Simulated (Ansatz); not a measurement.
# BGeH5Si: one species, many methods

Aim: compute BGeH5Si with functionals from several rungs and with coupled cluster. The yardstick is the atomisation energy at the CCSD(T) limit.

Computed with Ansatz 0.2.0, Gaussian basis. Level: functionals in def2-TZVPP, the program's frozen cores in correlated methods.

Levels to be run: LDA (SPW92), PBE-D4, revPBE-D4, BLYP-D4, r2SCAN-D4, B97M-V, PBE0-D4, B3LYP-D4, r2SCANh-D4, r2SCAN0-D4, HSE06-D4, BHLYP-D4, CAM-B3LYP-D4, LC-ωPBE, ωB97X-V, ωB97M-V, B2PLYP, PBE-QIDH; CCSD(T)/def2-SVP; CCSD(T)/def2-TZVPP; MP2/def2-QZVPP; extrapolation to the limit; RPA on PBE.

## 1. Structure used throughout

The geometry comes from an earlier relaxation with PBE0-D4 in a triple-zeta def2 set; it is a stationary point, not always the lowest conformer.

SMILES `[BH]1[SiH2][GeH2]1`, 8 atoms, charge 0, spin multiplicity 1.

Atoms are counted from 1 here; the program's logs count them from 0.

Bond lengths: B1–Si2 1.872 Å, B1–Ge3 1.935 Å, B1–H4 1.188 Å, Si2–Ge3 2.760 Å, Si2–H5 1.489 Å, Si2–H6 1.483 Å, Ge3–H7 1.540 Å, Ge3–H8 1.535 Å. Angles: Si2–B1–Ge3 92.9°, Si2–B1–H4 129.0°, Ge3–B1–H4 123.6°, B1–Si2–Ge3 44.5°, B1–Si2–H5 127.4°, B1–Si2–H6 122.7°, Ge3–Si2–H5 146.3°, Ge3–Si2–H6 86.5°, H5–Si2–H6 109.9°, B1–Ge3–Si2 42.6°, B1–Ge3–H7 125.7°, B1–Ge3–H8 124.9°, Si2–Ge3–H7 143.9°, Si2–Ge3–H8 89.1°, H7–Ge3–H8 109.0°.

Coordinates:

```xyz
8

B    -0.8242   -0.1374   -0.8301
Si   -0.1827    1.3704    0.0748
Ge    0.2407   -1.3521    0.2360
H    -1.0216   -0.2840   -1.9927
H     0.2635    2.6597   -0.5205
H     0.0169    1.3979    1.5444
H     1.0945   -2.5131   -0.3080
H     0.5051   -1.1986    1.7404
```

## 2. LDA

This LDA is Slater exchange with PW92 correlation.

in.yaml

```yaml
crystal:
  periodic: [false, false, false]
  atoms:
    - {symbol: B, position_ang: [-0.824211, -0.137374, -0.830064]}
    - {symbol: Si, position_ang: [-0.182702, 1.370390, 0.074767]}
    - {symbol: Ge, position_ang: [0.240703, -1.352081, 0.235955]}
    - {symbol: H, position_ang: [-1.021633, -0.284039, -1.992732]}
    - {symbol: H, position_ang: [0.263507, 2.659715, -0.520452]}
    - {symbol: H, position_ang: [0.016930, 1.397923, 1.544392]}
    - {symbol: H, position_ang: [1.094534, -2.513100, -0.307997]}
    - {symbol: H, position_ang: [0.505072, -1.198634, 1.740432]}
basis:
  gaussian: {orbitals: def2-TZVPP}
hamiltonian: {xc: lda}
output: {orbitals: {seedname: orbitals}}
```

The run is started by

```sh
$ ansatz run in.yaml --threads 2 --pin off --events-out ev --progress --plain --max-ram 4352MiB
```

Further steps of the session: PBE-D4 (GGA); revPBE-D4 (GGA); BLYP-D4 (GGA); r2SCAN-D4 (meta-GGA); B97M-V (meta-GGA); PBE0-D4 (hybrid); B3LYP-D4 (hybrid); r2SCANh-D4 (hybrid); r2SCAN0-D4 (hybrid); HSE06-D4 (hybrid); BHLYP-D4 (hybrid); CAM-B3LYP-D4 (range-separated); LC-ωPBE (range-separated); ωB97X-V (range-separated); ωB97M-V (range-separated); B2PLYP (double hybrid); PBE-QIDH (double hybrid); CCSD(T) in def2-SVP; CCSD(T) in def2-TZVPP; MP2 in def2-QZVPP; RPA on PBE orbitals.

Before running them: what should the planned runs give, taken together? Wanted: atomisation energy, CCSD(T)/CBS; farthest beyond LDA; mean size of error, GGA; mean size of error, meta-GGA; mean size of error, hybrid; mean size of error, range-separated; mean size of error, double hybrid; gap, smallest and largest; T1 diagnostic.

The runs gave:

| quantity | value |
| --- | --- |
| atomisation energy, CCSD(T)/CBS | 23.088 eV |
| functionals within 0.231 eV (1.0 %) | PBE-D4, PBE0-D4, B3LYP-D4, r2SCANh-D4, r2SCAN0-D4, HSE06-D4, CAM-B3LYP-D4, ωB97X-V, ωB97M-V, PBE-QIDH |
| farthest beyond LDA | B97M-V (+0.477 eV) |
| mean size of error, GGA | 0.238 eV |
| mean size of error, meta-GGA | 0.361 eV |
| mean size of error, hybrid | 0.143 eV |
| mean size of error, range-separated | 0.182 eV |
| mean size of error, double hybrid | 0.260 eV |
| gap, smallest and largest | 2.98 eV (BLYP-D4), 8.72 eV (LC-ωPBE) |
| T1 diagnostic | 0.0131 |
| triples share of the correlation energy | 4.4 % |

**Reading.** The LDA atomisation energy is off by 3.078 eV (13 %): it overbinds. PBE-D4 is off by +0.113 eV. Double hybrids carry the basis error of their MP2 part in triple zeta, and no dispersion term here, so their miss is partly the set-up's. The rungs hybrid, range-separated miss on average by less than the doubt on the reference (0.231 eV), so they tie. The reference freezes the cores and leaves out relativity and excitations past (T), and its outer-core shells are covered unevenly, so misses under about 0.231 eV can't be ranked. Hartree-Fock recovers 73 % of the binding; the rest is correlation. CCSD(T) in def2-SVP is off by -1.464 eV, which most functionals beat. The gap grows from 3.0 to 8.7 eV across the functionals, mostly with the share of exact exchange. Correlated methods include outer-core shells of Ge, which these sets cover unevenly.
